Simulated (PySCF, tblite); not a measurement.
# CH8ClO2Si3 radical: geometry, infrared bands and EPR parameters

What infrared bands and EPR parameters should CH8ClO2Si3 radical (`[SiH3]O[SiH2]O[CH][SiH2]Cl`) show?

The runs use tblite 0.8.0 and PySCF 2.14.0, with density-fitted response routines of our own; the level of theory stands in each step. All values are computed, except where a source is named. Atoms count from 0, in the outputs and in this text.

### 1 The starting structure

15 atoms, charge 0, multiplicity 2; geometry from: force field or distance geometry start.

Bonds of the start (Å): Si0–O1 1.65, O1–Si2 1.64, Si2–O3 1.68, O3–C4 1.38, C4–Si5 1.81, Si5–Cl6 2.05, Si0–H7 1.49, Si0–H8 1.48, Si0–H9 1.47, Si2–H10 1.48, Si2–H11 1.49, C4–H12 1.08, Si5–H13 1.48, Si5–H14 1.48.

### 2 Relaxing the molecule with GFN2-xTB

What the job is given:

```
{"job": {"kind": "relax", "xc": "GFN2-xTB", "basis": "xTB"}, "charge": 0, "multiplicity": 2}
Si     2.563400     0.685200     0.813300
O      1.674100    -0.701500     0.669000
Si     0.866900    -1.539700    -0.486300
O     -0.476700    -0.667400    -1.005100
C     -1.453000    -0.293000    -0.101800
Si    -2.842600     0.761800    -0.588600
Cl    -2.831200     2.218000     0.852300
H      1.719500     1.853800     0.442100
H      3.020800     0.842000     2.215900
H      3.730000     0.620100    -0.078100
H      1.748800    -1.788300    -1.646100
H      0.408200    -2.839600     0.067900
H     -1.353700    -0.612600     0.926700
H     -4.130100     0.043900    -0.510100
H     -2.649000     1.425400    -1.902600
```

Launch:

```console
$ OMP_NUM_THREADS=1 python probes_run.py task.json out
```

One launch serves the whole session: the jobs run in the order shown.

Log:

```text
step      E/eV     max force
  0    -659.22377    1.660
  1    -659.30236    0.985
  2    -659.34742    0.494
  3    -659.37673    0.422
  4    -659.39465    0.402
  5    -659.41631    0.447
  6    -659.43874    0.413
  7    -659.46749    0.529
  8    -659.48421    0.362
  9    -659.49215    0.262
 10    -659.49683    0.222
 11    -659.50297    0.225
 12    -659.51048    0.234
 13    -659.51750    0.205
 14    -659.52252    0.176
 15    -659.52590    0.175
 16    -659.52889    0.152
 17    -659.53252    0.191
 18    -659.53776    0.244
 19    -659.54515    0.267
 20    -659.55365    0.267
 21    -659.56168    0.250
 22    -659.56838    0.192
 23    -659.57443    0.247
 24    -659.58285    0.257
 25    -659.59323    0.245
 26    -659.59930    0.192
 27    -659.60177    0.122
 28    -659.60380    0.140
 29    -659.60555    0.110
 30    -659.60702    0.083
 31    -659.60786    0.073
 32    -659.60864    0.082
 33    -659.60927    0.064
 34    -659.60988    0.067
 35    -659.61050    0.072
 36    -659.61126    0.071
 37    -659.61211    0.083
 38    -659.61287    0.075
 39    -659.61345    0.067
 40    -659.61400    0.068
 41    -659.61477    0.089
 42    -659.61592    0.109
 43    -659.61726    0.101
 44    -659.61836    0.069
 45    -659.61911    0.068
 46    -659.61988    0.082
 47    -659.62115    0.112
 48    -659.62320    0.160
 49    -659.62547    0.172
 50    -659.62759    0.117
 51    -659.62929    0.088
 52    -659.63090    0.096
 53    -659.63223    0.115
 54    -659.63546    0.137
 55    -659.63836    0.112
 56    -659.64050    0.099
 57    -659.64083    0.092
 58    -659.64164    0.069
 59    -659.64208    0.071
 60    -659.64332    0.076
 61    -659.64389    0.080
 62    -659.64469    0.069
 63    -659.64531    0.072
 64    -659.64595    0.079
 65    -659.64641    0.068
 66    -659.64690    0.043
 67    -659.64734    0.038
 68    -659.64775    0.047
 69    -659.64809    0.040
 70    -659.64835    0.033
 71    -659.64855    0.027
 72    -659.64870    0.023
 73    -659.64883    0.027
 74    -659.64892    0.017
 75    -659.64897    0.014
 76    -659.64900    0.012
 77    -659.64903    0.014
 78    -659.64907    0.019
 79    -659.64913    0.019
 80    -659.64917    0.016
 81    -659.64920    0.011
 82    -659.64921    0.011
 83    -659.64923    0.014
 84    -659.64927    0.020
 85    -659.64931    0.022
 86    -659.64934    0.013
 87    -659.64936    0.008
```

It took 0.87 s on 1 thread of Arm Neoverse V1, shared host.

Along the way: (not every step is listed)

| step | energy from step 0 (eV) | largest force (eV/Å) |
| --- | --- | --- |
| 0 | 0.0000 | 1.6601 |
| 1 | -0.0786 | 0.9851 |
| 2 | -0.1237 | 0.4941 |
| 3 | -0.1530 | 0.4218 |
| 4 | -0.1709 | 0.4017 |
| 5 | -0.1925 | 0.4471 |
| 6 | -0.2150 | 0.4130 |
| 7 | -0.2437 | 0.5291 |
| 8 | -0.2604 | 0.3619 |
| 15 | -0.3021 | 0.1753 |
| 22 | -0.3446 | 0.1916 |
| 29 | -0.3818 | 0.1099 |
| 36 | -0.3875 | 0.0715 |
| 43 | -0.3935 | 0.1013 |
| 50 | -0.4038 | 0.1167 |
| 57 | -0.4171 | 0.0915 |
| 64 | -0.4222 | 0.0787 |
| 71 | -0.4248 | 0.0268 |
| 78 | -0.4253 | 0.0185 |
| 82 | -0.4254 | 0.0113 |
| 83 | -0.4255 | 0.0139 |
| 84 | -0.4255 | 0.0203 |
| 85 | -0.4255 | 0.0222 |
| 86 | -0.4256 | 0.0132 |
| 87 | -0.4256 | 0.0077 |

Distances of close pairs at the start and the end, largest changes first:

| bond | before (Å) | after (Å) | change (Å) |
| --- | --- | --- | --- |
| Si2–O3 | 1.684 | 1.637 | -0.047 |
| O3–C4 | 1.382 | 1.336 | -0.046 |
| C4–Si5 | 1.811 | 1.845 | +0.034 |
| Si2–H11 | 1.486 | 1.457 | -0.029 |
| Si2–H10 | 1.478 | 1.450 | -0.028 |
| Si5–Cl6 | 2.049 | 2.021 | -0.028 |
| Si0–O1 | 1.654 | 1.627 | -0.027 |
| O1–Si2 | 1.640 | 1.614 | -0.026 |

The next job starts from the end point, and lists it.

### 3 Harmonic vibrations with GFN2-xTB

What the job is given:

```
{"job": {"kind": "ir", "xc": "GFN2-xTB", "basis": "xTB"}, "charge": 0, "multiplicity": 2}
Si     2.510451     0.651371     0.776825
O      1.899210    -0.747170     0.213901
Si     0.824878    -1.695447    -0.528693
O     -0.597317    -0.909737    -0.724924
C     -1.247291    -0.039544     0.052672
Si    -2.757957     0.800383    -0.592548
Cl    -3.373856     2.004364     0.909347
H      1.580006     1.740208     0.476896
H      2.653306     0.440499     2.215314
H      3.783607     0.816588     0.082186
H      1.201443    -1.915235    -1.911182
H      0.667974    -2.838873     0.360115
H     -0.786405     0.184580     1.008619
H     -3.846731    -0.130103    -0.903285
H     -2.515732     1.646106    -1.766536
```

Log:

```text
mode    cm-1     km/mol
  1     -36.1      0.16
  2      21.3      0.26
  3      30.6      1.04
  4      51.5      3.60
  5      79.6      0.61
  6      91.1      2.60
  7     118.2      7.64
  8     169.1     11.06
  9     218.9      3.20
 10     328.0     27.86
 11     448.7      5.52
 12     484.9     60.15
 13     503.2     41.78
 14     542.8      3.27
 15     555.1     23.74
 16     570.4     99.54
 17     589.2     16.70
 18     608.7     47.28
 19     615.4     76.68
 20     686.5    427.59
 21     730.0    219.09
 22     758.6     40.28
 23     770.3    355.57
 24     776.8    589.42
 25     784.5    265.93
 26     817.8    207.80
 27     825.8    134.42
 28     857.9    307.15
 29    1094.2    516.97
 30    1250.9     89.00
 31    1345.4     50.24
 32    2189.6    252.09
 33    2240.1    147.17
 34    2249.5    336.23
 35    2275.5    277.73
 36    2289.4    149.77
 37    2308.0    318.09
 38    2380.2    215.83
 39    2996.6     33.83
```

Run time: 0.73 s. Hardware: 1 thread of Arm Neoverse V1, shared host.

Which atoms move in the most intense modes:

| cm⁻¹ | km/mol | atoms |
| --- | --- | --- |
| 686 | 427.6 | H14 30 %, H13 29 %, Si5 11 % |
| 770 | 355.6 | H11 46 %, H10 34 % |
| 777 | 589.4 | H10 21 %, H9 16 %, Si2 16 %, H11 14 % |
| 858 | 307.1 | C4 31 %, O3 21 %, Si5 17 %, Si2 13 % |
| 1094 | 517.0 | O1 78 %, Si2 11 % |
| 2250 | 336.2 | H7 88 % |
| 2276 | 277.7 | H8 76 %, H9 17 % |
| 2308 | 318.1 | H11 94 % |

### 4 g tensor and hyperfine couplings: B3LYP/pcH-1

The job, as its differences from that of step 3:

```diff
@@ -1,2 +1,2 @@
-{"job": {"kind": "ir", "xc": "GFN2-xTB", "basis": "xTB"}, "charge": 0, "multiplicity": 2}
+{"job": {"kind": "epr", "basis": "pcH-1"}, "charge": 0, "multiplicity": 2}
 Si     2.510451     0.651371     0.776825
```

Level: UKS B3LYP, pcH-1 on C Cl H O Si, non-relativistic, mean-field spin-orbit, GIAO.

Log:

```text
UKS, coarse grid
  cycle   1  E = -1522.01282596  |g| = 7.58e-01
  cycle   2  E = -1521.63080941  |g| = 1.26e+00
  cycle   3  E = -1522.19063279  |g| = 1.08e-01
  cycle   4  E = -1522.19462394  |g| = 4.21e-02
  cycle   5  E = -1522.19527449  |g| = 1.05e-02
  cycle   6  E = -1522.19530838  |g| = 5.43e-03
  cycle   7  E = -1522.19532020  |g| = 1.45e-03
  cycle   8  E = -1522.19531986  |g| = 5.67e-04
UKS, final grid
  cycle   1  E = -1522.19537567  |g| = 7.29e-04
  cycle   2  E = -1522.19537537  |g| = 1.19e-03
  cycle   3  E = -1522.19537589  |g| = 1.13e-04
  cycle   4  E = -1522.19537590  |g| = 3.25e-05
  cycle   5  E = -1522.19537590  |g| = 1.49e-05
E = -1522.19537590 Eh   <S^2> = 0.7533 (exact 0.7500)
g shifts (ppm)      1          2          3
  rmc          -170       -170       -170
  gc             -4         38         35
  oz_so        -126       1529       2082
  total        -300       1397       1948
hyperfine (MHz)  atom isotope    a_iso     a_fc   dipolar eigenvalues
    0  29Si      -2.13      -2.13     -0.57      0.20      0.38
    1   17O      -1.46      -1.46     -0.79      0.30      0.49
    2  29Si       2.89       2.88     -1.76      0.37      1.39
    3   17O     -15.39     -15.41    -57.67     28.19     29.48
    4   13C      75.84      75.91    -71.69    -69.76    141.45
    5  29Si      49.61      49.66     -1.94     -1.39      3.33
    6  35Cl      -0.54      -0.54     -1.40     -0.17      1.57
    7    1H       1.62       1.62     -2.12     -1.75      3.88
    8    1H       0.55       0.55     -0.75     -0.74      1.50
    9    1H       1.06       1.06     -0.57     -0.56      1.13
   10    1H      -1.18      -1.19     -2.51     -1.74      4.25
   11    1H      10.54      10.54     -2.09     -1.84      3.92
   12    1H     -55.00     -55.02    -33.21     -0.71     33.92
   13    1H      45.49      45.49     -3.20     -2.05      5.24
   14    1H      54.45      54.45     -3.21     -1.90      5.11
```

It took 2.4 min on 1 thread of Arm Neoverse V1, shared host; peak memory 1.1 GiB.

Principal g values 2.00202, 2.00372, 2.00427; g(iso) = 2.00333, against 2.00232 for a free electron.

Hyperfine couplings; where a row names several nuclei, a(iso) is their mean (it holds for fast rotation or exchange) and the dipolar term the largest among them:

| nuclei | isotope | a(iso) (MHz) | a(iso) (G, at g = 2.0023) | largest dipolar term (MHz) |
| --- | --- | --- | --- | --- |
| C4 | 13C | 75.8 | 27.1 | 141.4 |
| H12 | 1H | -55.0 | -19.6 | 33.9 |
| H13, H14 | 1H | 50.0 | 17.8 | 5.2 |
| Si5 | 29Si | 49.6 | 17.7 | 3.3 |
| O3 | 17O | -15.4 | -5.5 | -57.7 |
| H10, H11 | 1H | 4.7 | 1.7 | 4.2 |
| Si2 | 29Si | 2.9 | 1.0 | -1.8 |
| Si0 | 29Si | -2.1 | -0.8 | -0.6 |
| O1 | 17O | -1.5 | -0.5 | -0.8 |
| H7, H8, H9 | 1H | 1.1 | 0.4 | 3.9 |
| Cl6 | 35Cl | -0.5 | -0.2 | 1.6 |

Mulliken spin populations:

Si0 0.00; O1 0.00; Si2 0.01; O3 0.11; C4 0.87; Si5 -0.01; Cl6 0.00; H7 0.00; H8 0.00; H9 0.00; H10 0.00; H11 0.01; H12 -0.04; H13 0.02; H14 0.03

In first order the couplings over 0.8 MHz of 1H give 72 distinct lines over 59.8 G, if the averaged nuclei exchange fast; the same motion can average rows kept apart here too.

The fields below are evaluated on a grid from the run's orbitals.

ELF in a plane through or near 7 of the atoms.

Values, 10 rows by 14 columns:
```
0.00 0.00 0.00 0.00 0.00 0.00 0.00 0.00 0.00 0.00 0.00 0.00 0.00 0.00
0.00 0.00 0.00 0.00 0.00 0.00 0.00 0.00 0.00 0.01 0.08 0.04 0.00 0.00
0.00 0.00 0.00 0.04 0.08 0.56 0.79 0.01 0.00 0.45 0.83 0.75 0.28 0.00
0.00 0.00 0.05 0.34 0.09 0.91 0.89 0.01 0.02 0.25 0.80 0.84 0.48 0.00
0.00 0.00 0.14 0.38 0.42 0.20 0.02 0.48 0.66 0.45 0.16 0.28 0.03 0.00
0.00 0.00 0.01 0.07 0.80 0.71 0.11 0.33 0.21 0.88 0.15 0.98 0.56 0.00
0.00 0.00 0.00 0.09 0.47 0.20 0.47 0.78 0.74 0.03 0.87 1.00 0.92 0.00
0.00 0.00 0.00 0.00 0.03 0.28 0.11 0.20 0.42 0.00 0.08 0.43 0.03 0.00
0.00 0.00 0.00 0.00 0.01 0.09 0.11 0.01 0.00 0.00 0.00 0.00 0.00 0.00
0.00 0.00 0.00 0.00 0.00 0.00 0.00 0.00 0.00 0.00 0.00 0.00 0.00 0.00
```
The map spans 12.9 Å across and 10.1 Å up, centred on the molecule. Atoms in the plane (x, y in Å): Si0 (-2.5, 1.1), O1 (-2.0, -0.4), Si2 (-1.0, -1.7), O3 (0.5, -1.2), C4 (1.2, -0.1), Si5 (2.9, 0.3), H13 (3.9, -0.8).

On the surface of density 0.002 e/bohr³ the electrostatic potential runs, from the 1st to the 99th percentile, from -0.58 V near Cl6 to 1.63 V near Si0.

The spin density lies nearest to C4 62 %; O3 16 %; H12 10 %.

### 5 What came out

```
                                                                  quantity                 value
                                 strongest single infrared mode (GFN2-xTB)  777 cm⁻¹, 589 km/mol
                                              zero-point energy (GFN2-xTB)         51.0 kcal/mol
                                                            g(iso) (B3LYP)               2.00333
                                                                      ⟨S²⟩    0.753 (exact 0.75)
                                        largest a(iso) (averaged by class)   13C on C4, 75.8 MHz
potential on the surface of density 0.002 e/bohr³, 1st and 99th percentile    -0.58 V and 1.63 V
```

What this shows: Over 87 steps the energy fell by 0.426 eV; of the close pairs, Si2–O3 changed most, 1.684 to 1.637 Å. The lowest mode is imaginary (36i cm⁻¹), so the xTB geometry is not a minimum: the zero-point energy counts the real modes alone, and all values at this geometry belong to a saddle point. The strongest single mode, at 777 cm⁻¹, has its largest shares on H10, H9, Si2 and H11 (the list is cut at 4 atoms). Unscaled tight-binding wavenumbers are off by several per cent, some by more. Its intensities can rank the bands wrongly. Most of the unpaired spin sits on C4 (0.87 e). The isotropic g lies 1.0 ppt above the free-electron value. These values are for one conformer; the search (at its own cheap level) found 2 more, at 0.67, 0.68 kcal/mol, and measured spectra average over such forms.
